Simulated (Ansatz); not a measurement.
# LaYFe2As2O2 (P4mm) in Ansatz: reference runs

Reference runs on LaYFe2As2O2: the cell as given and a disturbed copy.

Program: Ansatz 0.2.0. These are calculated values, not measurements. Logs are shortened: lines on timing, memory, paths and dates and some standing lists are left out, and cuts for length are marked.

### Step 1. Starting point

Symmetry: P4mm, No. 99, tetragonal system. Conventional cell: a = 4.114 Å, b = 4.114 Å, c = 8.981 Å, α = 90.00°, β = 90.00°, γ = 90.00°. La (site symmetry 4mm) has 4 O at 2.40 Å as nearest neighbours. Around Y (site symmetry 4mm) lie 4 O at 2.29 Å. As (site symmetry 4mm) has 4 Fe at 2.60 Å as nearest neighbours. As (site symmetry 4mm) is surrounded by 4 Fe at 2.60 Å. Fe (site symmetry 2mm) is surrounded by 4 As at 2.60 Å and 4 Fe at 2.91 Å. O (site symmetry 2mm) is surrounded by 2 Y at 2.29 Å and 2 La at 2.40 Å.

The cell comes from a database or a generator and needn't be the stable form of this composition.

### Step 2. Single point, PBE, collinear spin, ferromagnetic start

input.yaml reads:

```yaml
crystal:
  lattice:
    - [4.113923, 0.0, 0.0]
    - [0.0, 4.113923, 0.0]
    - [0.0, 0.0, 8.980687]
  atoms:
    - { symbol: La, position: [0.0, 0.0, 0.129288] }
    - { symbol: "Y", position: [0.5, 0.5, 0.879533] }
    - { symbol: As, position: [0.0, 0.0, 0.677929] }
    - { symbol: As, position: [0.5, 0.5, 0.325176] }
    - { symbol: Fe, position: [0.0, 0.5, 0.501703], spin: 3.0 }
    - { symbol: Fe, position: [0.5, 0.0, 0.501703], spin: 3.0 }
    - { symbol: O, position: [0.0, 0.5, 0.992334] }
    - { symbol: O, position: [0.5, 0.0, 0.992334] }
hamiltonian:
  xc: pbe
  pseudopotentials: { kind: paw }
magnetization:
  spin_polarized: true
kpoints:
  mp_grid: { grid: [7, 7, 3] }
scf:
  occupations: { method: fermi_dirac, width: 0.05 }
output:
  forces: true
  stress: true
  eigenvalues: true
```

Potentials or basis: Ansatz PAW.

Started as:

```
$ ansatz run input.yaml --threads 4 --pin off --max-ram 10240MiB --backend cpu --events-out ev --progress --plain --runs-dir out
```

Standard output:

```text
Warning: RAYON_NUM_THREADS=4 ignored (pool sized by the plan → 4); use --threads N
Engine: ansatz 0.2.0, aarch64-unknown-linux-gnu
Pseudopotentials: kind: paw
Pseudopotential: La, paw, valence charge 11, recommended cutoff 420 eV (normal), La.paw.azcp
Pseudopotential: Y, paw, valence charge 11, recommended cutoff 420 eV (normal), Y.paw.azcp
Pseudopotential: As, paw, valence charge 15, recommended cutoff 420 eV (normal), As.paw.azcp
Pseudopotential: Fe, paw, valence charge 16, recommended cutoff 420 eV (normal), Fe.paw.azcp
Pseudopotential: O, paw, valence charge 6, recommended cutoff 420 eV (normal), O.paw.azcp
Functional definition: PBE
  parameter kappa = 0.804
  parameter beta = 0.06672455060314922
  exchange = pbe_x(kappa = kappa, mu = beta*pi^2/3)
  correlation = pbe_c(beta = beta)
Crystal: 8 atoms, lattice volume = 151.992 Å³
Basis set: ecut = 420 eV, 2975 PW (Γ), exchange–correlation on 60×60×128 points (8 copies of the dense FFT grid, shifted against one another)
Bands: 62, of which v1, the nominal top of the filled ones, is band 48 counted from 1 (47 counted from 0)
Symmetry: 8 space group operations
Space group: P4mm (ITA 99), of the structure as read, at distance tolerance 5.3e-5 Å
Magnetic group: BNS 99.163 (UNI 823), of the structure as read, at distance tolerance 5.3e-5 Å
k-points: 20 of 147 (time reversal used)
Non-local potential: La, projectors of the file, l = 0: 3, l = 1: 2, l = 2: 2, l = 3: 3
Non-local potential: Y, projectors of the file, l = 0: 3, l = 1: 2, l = 2: 2, l = 3: 1
Non-local potential: As, projectors of the file, l = 0: 2, l = 1: 2, l = 2: 3, l = 3: 1
Non-local potential: Fe, projectors of the file, l = 0: 3, l = 1: 2, l = 2: 3, l = 3: 1
Non-local potential: O, projectors of the file, l = 0: 2, l = 1: 2, l = 2: 1
PAW form: soft (Blöchl's): semilocal exchange-correlation on the pseudo side does not see the compensation charge
PAW one-centre angular grid: La, 590 points (default); XC on 64 Gauss nodes
PAW one-centre angular grid: Y, 590 points (default); XC on 64 Gauss nodes
PAW one-centre angular grid: As, 590 points (default); XC on 64 Gauss nodes
PAW one-centre angular grid: Fe, 590 points (default); XC on 64 Gauss nodes
PAW one-centre angular grid: O, 110 points (default); XC on 64 Gauss nodes
Initial density: superposition of atomic densities (chi_scale 0.1, normalization cell, long waves kept (reshape's long-wave potential 0.66 eV rms))
[... 15 lines left out ...]
SCF iter  10: F=—  HF=-29915.187058 eV  |F-HF|=—  |Δ(HF+E_count)|=   3.84e-5  Δρ=1.82e-4 (↑1.82e-4 ↓1.57e-4)  dr2=4.50e-4  dr2_m=1.04e-5  M=6.100 μB ∫|m|=6.349 μB  β_m=0.89  ethr=7.92e-6  ⟨swp⟩=2.0  Hψ=3203  notcnv=0  defer=148
SCF iter  11: F=—  HF=-29915.187017 eV  |F-HF|=—  |Δ(HF+E_count)|=   4.10e-5  Δρ=1.85e-4 (↑1.74e-4 ↓1.85e-4)  dr2=1.67e-4  dr2_m=1.57e-5  M=6.101 μB ∫|m|=6.349 μB  β_m=0.76  ethr=4.68e-7  ⟨swp⟩=2.1  Hψ=3513  notcnv=0  defer=148
SCF iter  12: F=—  HF=-29915.186991 eV  |F-HF|=—  |Δ(HF+E_count)|=   2.56e-5  Δρ=4.62e-5 (↑3.57e-5 ↓4.62e-5)  dr2=1.98e-5  dr2_m=2.26e-7  M=6.100 μB ∫|m|=6.348 μB  β_m=0.80  ethr=1.74e-7  ⟨swp⟩=2.0  Hψ=3473  notcnv=0  defer=148
SCF iter  13: F=—  HF=-29915.186989 eV  |F-HF|=—  |Δ(HF+E_count)|=   2.38e-6  Δρ=2.49e-5 (↑2.49e-5 ↓1.49e-5)  dr2=5.64e-6  dr2_m=1.53e-7  M=6.099 μB ∫|m|=6.348 μB  β_m=0.90  ethr=2.07e-8  ⟨swp⟩=2.0  Hψ=3422  notcnv=0  defer=148
SCF iter  14: F=—  HF=-29915.186989 eV  |F-HF|=—  |Δ(HF+E_count)|=   3.43e-7  Δρ=1.92e-5 (↑7.50e-6 ↓1.92e-5)  dr2=1.52e-6  dr2_m=8.77e-8  M=6.100 μB ∫|m|=6.348 μB  β_m=0.95  ethr=5.87e-9  ⟨swp⟩=2.0  Hψ=2912  notcnv=0  defer=148
SCF iter  15: F=—  HF=-29915.186989 eV  |F-HF|=—  |Δ(HF+E_count)|=   8.45e-8  Δρ=5.65e-6 (↑3.13e-6 ↓5.65e-6)  dr2=2.60e-7  dr2_m=3.69e-9  M=6.100 μB ∫|m|=6.348 μB  β_m=0.85  ethr=1.58e-9  ⟨swp⟩=2.0  Hψ=3464  notcnv=0  defer=148
SCF iter  16: F=—  HF=-29915.186989 eV  |F-HF|=—  |Δ(HF+E_count)|=   2.20e-8  Δρ=2.13e-6 (↑2.13e-6 ↓1.43e-6)  dr2=3.76e-8  dr2_m=1.15e-9  M=6.100 μB ∫|m|=6.348 μB  β_m=0.72  ethr=2.70e-10  ⟨swp⟩=2.0  Hψ=4034  notcnv=0  defer=148
SCF iter  17: F=-29915.186989 eV  HF=-29915.186989 eV  |F-HF|=5.90e-9  |Δ(HF+E_count)|=   9.84e-9  Δρ=8.32e-7 (↑6.59e-7 ↓8.32e-7)  dr2=7.31e-9  dr2_m=3.58e-11  M=6.100 μB ∫|m|=6.348 μB  ethr=3.91e-11  ⟨swp⟩=9.7  Hψ=10872  notcnv=0
SCF 1 converged in 17 iterations: F = -29915.186989 eV  dr2 = 7.31e-9
WARN: an SCF from antiferromagnetic starting moments (0.00, 0.00, 0.00, 0.00, -3.00, 3.00, 0.00, 0.00 Bohr magnetons, atom by atom) was not made, by what the run has read of turns of its moments that order reads lower: the deck asks for what bars it, or types moments that do (magnetization.spin_polarized, in the input reference, names some of the keys), or the run goes by scf.lower_state_search: light, the default, which as a rule tries one only behind a close that has lost an order of both signs, or on which an open d or half-filled 4f shell of a PAW file has lost a moment that was set nearer to Hund's than to what is left; or, under a Hubbard U, one that names an f shell that the input leaves bare beside given moments, or a larger moment for a shell of low spin that is given one. standard, with a start from the atoms, tries one behind each close (in a relaxation, ahead of its steps or at their end). To set out from that order, type those moments (crystal.atoms[].spin; where shells were raised to Hund's moment, beside crystal.symmetry.detect: false) under scf.lower_state_search: light. The bands of the close that named these starting moments, or of the one ahead of a search that led to it (under cold or Methfessel-Paxton smearing those of the Gaussian ahead of it) read a cost of -189.76 meV for the turn to them, carried on from a small turn (-189.76 by the pairs of d shells alone)
SCF converged after 17 iterations
Magnetization: 6.1000 μB (51.0500 up, 44.9500 down)
Absolute magnetization: 6.3527 μB (∫|ρ↑−ρ↓|, with the PAW one-centre terms)
Spin contamination: 0.2143 ħ² per cell (⟨S²⟩ above its minimum at these occupations)
Per-site moments (μB) at R_I (Å): [(0.011360552594056333, 0.9886107473955107), (0.003636433106082329, 0.9458150383110849), (0.007720312458037529, 1.0705793668830295), (0.0054286774306724715, 1.0712596934076344), (2.90555253728917, 1.0705793668830295), (2.9055525372891706, 1.0705793668830295), (0.005362035490481567, 0.9458150383110849), (0.00536203549048142, 0.9458150383110849)]
Free energy (F): -29915.186989 eV
Harris-Foulkes:  -29915.186989 eV  (|F-HF|=5.90e-9)
Internal energy: -29915.134162 eV  (E = F + TS)
E sigma→0 (E₀):  -29915.160575 eV
Entropy (-TS):   -0.052827 eV (-6.603 meV/atom)
Fermi energy:    10.893084 eV
--- Per-component energies (eV) ---
  E_band       = -1239.802702
  E_kinetic    = 1736.755600
  E_local      = -12157.565076  (includes V_loc(G=0)·N_el)
  E_nonlocal   = -648.879332
  E_hartree    = 5576.499050
  E_xc         = -849.096814
  E_vxc        = -989.807330  (∫ρ·V_xc dr)
  E_paw        = -14968.282255  (= ΣΔE_a)
  E_vpaw       = -333.303812  (= ΣTr[D̂ρ^β])
  E_aug_tail   = 0.006671  (compensation charges beyond the density's cutoff)
  E_ewald      = -8604.572005
  E_smearing   = -0.052827  (= −TS)
  E_closure    = 0.000000  (closes the sum)
  Σ components = -29915.186989   (vs F -29915.186989, Δ=0.00e0)
--- Forces (eV/Å), atoms counted from 1 ---
  atom   1  La     0.00000000     0.00000000     0.05797824
  atom   2  Y      0.00000000     0.00000000     0.05820346
  atom   3  As    -0.00000000     0.00000000    -1.06495784
  atom   4  As     0.00000000     0.00000000     1.05966249
  atom   5  Fe    -0.00000000     0.00000000     0.08368607
  atom   6  Fe     0.00000000     0.00000000     0.08368607
  atom   7  O     -0.00000000     0.00000000    -0.13911553
  atom   8  O      0.00000000     0.00000000    -0.13911553
  max |Σ_I F_I| component: 2.74e-5 eV/Å
--- Stress (GPa, compression-positive) ---
       -8.870104       0.000000       0.000000
        0.000000      -8.870104       0.000000
        0.000000       0.000000      -5.388506
  P = ⅓ Tr σ = -7.7096 GPa (-77.096 kbar)
--- Band table (eV; the first three rows and the last of 40) ---
  k-point 0 ↑: bands = ["-77.8608", "-77.8539", "-43.9725", "-43.9644", "-43.8948", "-43.8948", "-43.8500", "-43.8500", "-31.8491", "-24.2201", "-24.2130", "-24.2031", "-24.2031", "-24.1898", "-24.1814", "-24.1752", "-24.1665", "-24.1665", "-24.1532", "-21.1484", "-12.0785", "-11.8018", "-11.8018", "-7.7159", "-7.0797", "-4.8904", "-4.8904", "-4.0552", "-0.2886", "0.4199", "5.7946", "6.3306", "6.3877", "6.3877", "6.5253", "7.0977", "7.1456", "7.1456", "7.6877", "7.9217", "7.9217", "8.2258", "8.2258", "8.4100", "8.7116", "8.7908", "9.5993", "9.7942", "9.7942", "11.1297", "11.8534", "11.8534", "12.6226", "12.7713", "13.4029", "13.4101", "13.7698", "13.7698", "13.8451", "13.9024", "13.9024", "13.9780"]
  k-point 1 ↑: bands = ["-77.8608", "-77.8539", "-43.9725", "-43.9644", "-43.8948", "-43.8948", "-43.8500", "-43.8500", "-31.8491", "-24.2201", "-24.2130", "-24.2031", "-24.2031", "-24.1898", "-24.1814", "-24.1752", "-24.1665", "-24.1665", "-24.1532", "-21.1484", "-12.0784", "-11.8018", "-11.8018", "-7.7163", "-7.0797", "-4.8904", "-4.8904", "-4.0533", "-0.3095", "0.4504", "5.4937", "6.3817", "6.3817", "6.5186", "6.6414", "7.1079", "7.2007", "7.2007", "7.6878", "7.7926", "7.7926", "8.2849", "8.2849", "8.4303", "8.7908", "8.9377", "9.5993", "9.8647", "9.8647", "10.6292", "11.7633", "11.7633", "12.7510", "12.8719", "13.4107", "13.6173", "13.7743", "13.7743", "13.8786", "13.9343", "13.9343", "13.9747"]
  k-point 2 ↑: bands = ["-77.8605", "-77.8543", "-43.9721", "-43.9648", "-43.8931", "-43.8931", "-43.8518", "-43.8517", "-31.8480", "-24.2199", "-24.2130", "-24.2031", "-24.2031", "-24.1898", "-24.1813", "-24.1752", "-24.1666", "-24.1665", "-24.1532", "-21.1406", "-12.0803", "-11.8617", "-11.7997", "-7.7155", "-7.1470", "-4.8822", "-4.8404", "-3.9690", "-0.2097", "0.4553", "5.9043", "6.3288", "6.4155", "6.4526", "6.5694", "7.1251", "7.1564", "7.1742", "7.7336", "7.8111", "7.9229", "8.0371", "8.1517", "8.4493", "8.7286", "8.7601", "9.1963", "9.2587", "10.1589", "11.0333", "11.1327", "11.7907", "13.0000", "13.1219", "13.4904", "13.6409", "13.6818", "13.7579", "13.8602", "13.9158", "14.0769", "14.2015"]
  k-point 19 ↓: bands = ["-74.5788", "-74.5784", "-40.7687", "-40.7683", "-40.6925", "-40.6853", "-40.6378", "-40.6307", "-31.8333", "-24.2195", "-24.2173", "-24.1974", "-24.1974", "-24.1813", "-24.1794", "-24.1782", "-24.1622", "-24.1622", "-24.1471", "-21.0597", "-12.1578", "-12.1490", "-11.9302", "-7.6547", "-7.6360", "-5.0243", "-3.8114", "-3.7670", "0.6994", "0.7676", "5.6693", "6.3505", "6.7021", "6.8429", "7.3336", "7.5449", "7.6221", "7.8820", "8.3104", "8.4378", "8.7514", "9.1171", "10.0086", "10.0884", "10.2896", "10.3053", "11.4752", "11.5172", "11.5765", "11.5782", "12.2897", "12.2960", "13.4864", "13.6149", "13.7408", "13.7579", "13.7697", "13.8219", "13.9321", "14.0647", "14.3511", "14.4928"]
```

Wall time 25 s (4 threads of Arm Neoverse V1, shared host); peak memory 0.73 GiB.

What came out:

| Quantity | Value |
| --- | --- |
| Free energy | -29915.1870 eV |
| Pressure | -7.7 GPa |
| Largest force | 1.065 eV/Å |
| Band gap on the k mesh | none (metal or under the smearing width) |
| Net moment | 6.10 μB per cell |
| Absolute moment | 6.35 μB per cell |
| Site moments | La +0.01; Y +0.00; As +0.01; Fe +2.91; O +0.01 μB |

Forces in eV/Å, atoms in the order of the input:
```
La   0.000  0.000  0.058
Y    0.000  0.000  0.058
As   0.000  0.000 -1.065
As   0.000  0.000  1.060
Fe   0.000  0.000  0.084
Fe   0.000  0.000  0.084
O    0.000  0.000 -0.139
O    0.000  0.000 -0.139
```

Caveat: the magnetic or orbital state may not be the lowest; semilocal functionals often make such compounds metallic where correlation or magnetic order opens a gap, which also shifts bond lengths; only a ferromagnetic start was run, and an antiferromagnetic order may lie lower in energy; forces of over 1 eV/Å show positions far from the minimum, so gaps and moduli don't describe the material at rest.

(Continued in part 2 of 2.)
